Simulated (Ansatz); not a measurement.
## Nudged elastic band run: Mg12H

input.yaml

```yaml
crystal:
  lattice:
    - [6.42, 0.0, 0.0]
    - [-4.815, 8.339825, 0.0]
    - [0.0, 0.0, 5.21304]
  atoms:
    - { symbol: Mg, position: [-0.0012627, -0.00083224, 0.00332127] }
    - { symbol: Mg, position: [0.16133817, 0.21974393, 0.50198246] }
    - { symbol: Mg, position: [-0.00019658, 0.33289733, 0.0038785] }
    - { symbol: Mg, position: [0.16900912, 0.54833334, 0.49745627] }
    - { symbol: Mg, position: [0.00115006, 0.66737702, -0.0051282] }
    - { symbol: Mg, position: [0.17149445, 0.89767603, 0.49720198] }
    - { symbol: Mg, position: [0.50087993, -0.00063557, 0.00482754] }
    - { symbol: Mg, position: [0.66970557, 0.22325481, 0.50765267] }
    - { symbol: Mg, position: [0.49635155, 0.33077931, 0.00300986] }
    - { symbol: Mg, position: [0.65536326, 0.54921074, 0.4967694] }
    - { symbol: Mg, position: [0.50018759, 0.66672758, 0.00543945] }
    - { symbol: Mg, position: [0.66848178, 0.88898481, 0.50523196] }
    - { symbol: H, position: [0.0013652, 0.6671253, 0.60085095] }
basis:
  ecutwfc: 420.0
kpoints:
  mp_grid: { grid: [3, 2, 3] }
hamiltonian:
  xc: pbe
  dispersion: d3bj
scf:
  occupations: { method: gaussian, width: 0.15 }
  lower_state_search: "off"
neb:
  images: 5
  f_tol: 0.05
  initial_path: idpp
  max_iterations: 48
  spring: 2.0
  final_atoms:
    - { symbol: Mg, position: [-0.00021641, 0.00050238, -0.00310953] }
    - { symbol: Mg, position: [0.16324892, 0.22123163, 0.49846118] }
    - { symbol: Mg, position: [0.00017024, 0.33332605, -0.00319248] }
    - { symbol: Mg, position: [0.16968847, 0.54954277, 0.50304531] }
    - { symbol: Mg, position: [0.00078405, 0.66720032, 0.00403567] }
    - { symbol: Mg, position: [0.17233918, 0.89859619, 0.50082747] }
    - { symbol: Mg, position: [0.50133553, 0.0007574, -0.00374356] }
    - { symbol: Mg, position: [0.67028567, 0.22428001, 0.49402445] }
    - { symbol: Mg, position: [0.49791372, 0.33222959, -0.00242136] }
    - { symbol: Mg, position: [0.6561542, 0.55064698, 0.50343454] }
    - { symbol: Mg, position: [0.50048951, 0.66756794, -0.00377009] }
    - { symbol: Mg, position: [0.66849105, 0.88992726, 0.4964984] }
    - { symbol: H, position: [0.00215847, 0.66862775, 0.39536288] }
  order_check: true
```

Run as:

```bash
$ ansatz run input.yaml --threads 2 --pin off --max-ram 5120MiB --backend cpu --events-out ev --progress --plain --runs-dir out
```

Output, in part (warnings, iteration lines):

```
NEB end point (image 0): max|allowed force component| = 2.542e-2 eV/Å (the criterion of neb.relax_end_points is 1.000e-2)
NEB end point (image 6): max|allowed force component| = 2.349e-2 eV/Å (the criterion of neb.relax_end_points is 1.000e-2)
NEB iter   1: max|band force component| = 5.882e-1 eV/Å  barrier→ = 0.1078 eV  barrier← = 0.1082 eV  Δτ_max = 0.1089 Å  (42 SCF iters)
NEB iter   2: max|band force component| = 2.569e-1 eV/Å  barrier→ = 0.0592 eV  barrier← = 0.0595 eV  CI = image 3  Δτ_max = 0.1028 Å  (28 SCF iters)
NEB iter   3: max|band force component| = 1.221e-1 eV/Å  barrier→ = 0.0505 eV  barrier← = 0.0509 eV  CI = image 3  Δτ_max = 0.0322 Å  (28 SCF iters)
NEB iter   4: max|band force component| = 4.801e-2 eV/Å  barrier→ = 0.0473 eV  barrier← = 0.0476 eV  CI = image 3  CI's point: of a kind that is not told: the force calls were inconclusive, a negative curvature could not be distinguished from the path's own, the only one lies far off the path, or fixed occupations may fill a level only in part  Δτ_max = 0.0000 Å  (246 SCF iters)
```

The run converged. By the program's own check the climbing image is of a kind that is not told: the force calls were inconclusive, a negative curvature could not be distinguished from the path's own, the only one lies far off the path, or fixed occupations may fill a level only in part (lowest curvatures found: -0.81 and 0.82 eV/Å²). Limits of this set-up: coarse k mesh, odd electron count without spin, a small cell, in which the defect meets its images, a typed lattice constant that wasn't relaxed here.

Final band:

```json
{"image": "0", "path coordinate (Å)": "0.00", "energy (eV)": "0.000"}
{"image": "1", "path coordinate (Å)": "0.17", "energy (eV)": "0.013"}
{"image": "2", "path coordinate (Å)": "0.34", "energy (eV)": "0.036"}
{"image": "3", "path coordinate (Å)": "0.51", "energy (eV)": "0.047"}
{"image": "4", "path coordinate (Å)": "0.69", "energy (eV)": "0.035"}
{"image": "5", "path coordinate (Å)": "0.87", "energy (eV)": "0.011"}
{"image": "6", "path coordinate (Å)": "1.05", "energy (eV)": "0.000"}
```

Run time: 7.9 min on 2 threads of Arm Neoverse V1, with other jobs on the host, peak memory 1.2 GiB.
